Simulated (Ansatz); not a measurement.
# CH4AlFOS: one species, many methods

An exercise on one series of results from a longer session: the logs are not shown, and one member is left open.

Program: Ansatz 0.2.0, Gaussian basis. Level of theory: functionals in def2-TZVPP, the program's frozen cores in correlated methods. These are calculated values, not measurements.

Levels to be run: LDA (SPW92), PBE-D4, revPBE-D4, BLYP-D4, r2SCAN-D4, B97M-V, PBE0-D4, B3LYP-D4, r2SCANh-D4, r2SCAN0-D4, HSE06-D4, BHLYP-D4, CAM-B3LYP-D4, LC-ωPBE, ωB97X-V, ωB97M-V, B2PLYP, PBE-QIDH; CCSD(T)/def2-SVP; CCSD(T)/def2-TZVPP; MP2/def2-QZVPP; extrapolation to the limit; RPA on PBE.

## The geometry

The geometry comes from an earlier relaxation with PBE0-D4 in a triple-zeta def2 set; it is a stationary point, not always the lowest conformer.

9 atoms, charge 0, spin multiplicity 1.

Atoms are counted from 1 here; the program's logs count them from 0.

Bond lengths: O1–Al2 1.686 Å, O1–H6 0.954 Å, Al2–S3 2.190 Å, Al2–C4 1.973 Å, S3–H7 1.344 Å, C4–F5 1.393 Å, C4–H8 1.097 Å, C4–H9 1.097 Å. Angles: Al2–O1–H6 126.5°, O1–Al2–S3 123.0°, O1–Al2–C4 120.3°, S3–Al2–C4 116.6°, Al2–S3–H7 93.9°, Al2–C4–F5 112.2°, Al2–C4–H8 111.2°, Al2–C4–H9 111.2°, F5–C4–H8 108.0°, F5–C4–H9 108.0°, H8–C4–H9 106.0°.

The first run:

File in.yaml:

```yaml
crystal:
  periodic: [false, false, false]
  atoms:
    - {symbol: O, position_ang: [0.014660, 1.795562, -0.652966]}
    - {symbol: Al, position_ang: [0.286248, 0.237227, -0.069229]}
    - {symbol: S, position_ang: [2.285344, -0.544213, 0.363614]}
    - {symbol: C, position_ang: [-1.229762, -0.982754, 0.258825]}
    - {symbol: F, position_ang: [-2.453918, -0.396230, -0.055327]}
    - {symbol: H, position_ang: [0.678395, 2.454719, -0.842091]}
    - {symbol: H, position_ang: [2.907234, 0.590925, 0.002162]}
    - {symbol: H, position_ang: [-1.134218, -1.903047, -0.331200]}
    - {symbol: H, position_ang: [-1.265682, -1.298688, 1.309110]}
basis:
  gaussian: {orbitals: def2-TZVPP}
hamiltonian: {xc: lda}
output: {orbitals: {seedname: orbitals}}
```

The run is started by

```
$ ansatz run in.yaml --threads 4 --pin off --events-out ev --progress --plain --max-ram 10444MiB
```

Among the steps run: LDA; PBE-D4 (GGA); revPBE-D4 (GGA); BLYP-D4 (GGA); r2SCAN-D4 (meta-GGA); B97M-V (meta-GGA); B3LYP-D4 (hybrid); r2SCANh-D4 (hybrid); r2SCAN0-D4 (hybrid); HSE06-D4 (hybrid); BHLYP-D4 (hybrid); CAM-B3LYP-D4 (range-separated); LC-ωPBE (range-separated); ωB97X-V (range-separated); ωB97M-V (range-separated); B2PLYP (double hybrid); PBE-QIDH (double hybrid).

One table of the session follows, with a row left open; its other results are not shown here.

It belongs to the step «Orbital energies across the functionals». 

| functional | HOMO (eV) | gap (eV) |
| --- | --- | --- |
| LDA (SPW92) | -6.73 | 5.27 |
| PBE-D4 | -6.59 | 5.36 |
| revPBE-D4 | -6.54 | 5.43 |
| BLYP-D4 | -6.42 | 5.23 |
| r2SCAN-D4 | -6.90 | 6.12 |
| B97M-V | ? | ? |
| PBE0-D4 | -7.85 | 7.44 |
| B3LYP-D4 | -7.59 | 6.87 |
| r2SCANh-D4 | -7.37 | 6.85 |
| r2SCAN0-D4 | -8.06 | 7.92 |
| HSE06-D4 | -7.45 | 6.66 |
| BHLYP-D4 | -8.94 | 9.22 |
| CAM-B3LYP-D4 | -9.18 | 9.60 |
| LC-ωPBE | -10.62 | 12.30 |
| ωB97X-V | -10.23 | 11.71 |
| ωB97M-V | -10.05 | 11.18 |

**Question.** Estimate the row for B97M-V.

As computed: HOMO (eV): -6.95; gap (eV): 5.92. In the column «HOMO (eV)» it lies between r2SCANh-D4 (-7.37) and r2SCAN-D4 (-6.90).
